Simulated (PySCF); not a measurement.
**The bond of MnBr, level by level**

One job finds the state of MnBr, follows it along the bond with each method and fits the curves.

Method: Mn def2-TZVPP, Br def2-TZVPP, no relativity; program: PySCF 2.14.0.

## 1. Set-up

The job is set up so:

| Quantity | Value |
| --- | --- |
| atoms | Mn, Br |
| charge | 0 |
| basis | Mn def2-TZVPP, Br def2-TZVPP |
| Hamiltonian | no relativity |
| basis functions | 112 |
| electrons treated | 60 |
| masses in u | 54.9380, 78.9183 |
| levels | PBE0, PBE, r²SCAN, BLYP, TPSS, MN15, PBEsol, LC-ωPBE, HF, MP2, SCS-MP2 |
| grid | 80 radial by 434 angular points |
| occupations | held fixed by the projection of orbital angular momentum |
| dissociation limit | Mn + Br, each in its ground configuration |
| starting distance in angstrom | 2.235 |
| values of 2S to try | 0, 2, 4, 6, 8 |

The run is started by

```console
OMP_NUM_THREADS=2 python dia.py task.json out
```

The runs that follow: First curve: PBE0; Other states along the same grid; PBE; r²SCAN (meta-GGA); BLYP; TPSS; MN15 (hybrid meta-GGA); PBEsol (GGA); LC-ωPBE; UHF (mean field).

Q: Predict the outcome of this session. Wanted: for each run, Re; ωe; De; μ.

The runs gave:

Lowest PBE0 solution found, without spin–orbit coupling: ⁷Σ⁺ (septet), unpaired electrons σ ↑↑, π ↑↑, δ ↑↑. State 2 has its PBE0 minimum 0.62 eV higher, as a spin-mixed determinant (⟨S²⟩ = 6.76), so this is no gap between pure states. State 3 has its PBE0 minimum 1.49 eV higher. State 4 has its PBE0 minimum 1.51 eV higher. The other levels ran on the lowest alone.

```csv
level,Re (Å),ωe (cm⁻¹),De (eV),μ (D)
UHF,2.471,273.4,2.84,-3.92
UHF-MP2,2.397,287.5,3.28,n/a
UHF-SCS-MP2,2.414,283.1,3.02,n/a
PBE,2.378,281.1,3.54,-2.28
PBEsol,2.351,290.5,3.80,-2.12
BLYP,2.405,269.2,3.05,-2.40
TPSS,2.380,281.9,3.62,-2.39
r²SCAN,2.379,288.6,3.77,-2.74
PBE0,2.390,285.3,3.40,-2.96
MN15,2.374,290.6,3.08,-2.96
LC-ωPBE,2.367,296.9,3.55,-2.78
```

De is counted to Mn + Br in their ground configurations. A positive dipole means Mn(−)Br(+).

Bond lengths run from 2.351 Å (PBEsol) to 2.471 Å (UHF). Among the levels with a De in the table, it runs from 2.84 eV (UHF) to 3.80 eV (PBEsol).

Correlated steps freeze 14 core orbitals. The state is the lowest single determinant that the PBE0 search found; with open d or f shells the true ground state can be another one.
